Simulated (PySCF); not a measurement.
# H9OPSi3: the cost of one run

Programs: PySCF 2.14.0, with density-fitted response routines of our own. Each step states its level of theory. These are calculated values for one molecule in the gas phase, unless marked as measured. Atoms are numbered from 0 throughout.

### Step 1. The starting structure

14 atoms, charge 0, multiplicity 1; geometry from: GFN2-xTB. The atoms were then displaced at random by about 0.01 Å, so the start is not that level's minimum.

Bonds of the start (Å): Si0–Si1 2.28, Si1–O2 1.62, O2–Si3 1.66, Si3–P4 2.22, Si0–H5 1.48, Si0–H6 1.49, Si0–H7 1.45, Si1–H8 1.48, Si1–H9 1.47, Si3–H10 1.45, Si3–H11 1.46, P4–H12 1.38, P4–H13 1.36.

### Step 2. Relaxing the molecule at PBE0-D3(BJ)/def2-SVP

Job settings and geometry (Å):

```
{"job": {"xc": "PBE0", "basis": "def2-SVP", "d3": "d3bj", "grid": 1, "shake": 0.01, "kind": "geom"}, "charge": 0, "multiplicity": 1}
Si    -2.677890     0.017720    -0.606460
Si    -1.089130     0.452620     0.976650
O      0.168620    -0.515620     0.639350
Si     1.701990    -0.904580     0.143010
P      2.519890     0.825980    -0.988170
H     -3.990950    -0.264260     0.018660
H     -2.942610     1.200400    -1.475120
H     -2.386780    -1.069880    -1.519460
H     -1.404100     0.088300     2.381340
H     -0.565120     1.828380     1.019080
H      2.410610    -1.281580     1.355770
H      1.495500    -2.028830    -0.765890
H      3.071700     1.451560     0.113930
H      3.681090     0.184710    -1.300430
```

On the command line:

```
OMP_NUM_THREADS=1 python probes_run.py task.json out
```

The driver reads the jobs from task.json and runs them one after another.

**Question.** How long does this first job take on 1 thread of Arm Neoverse V1, shared host, and how much memory does it need?

About 3.3 min, with a peak of 0.51 GiB.
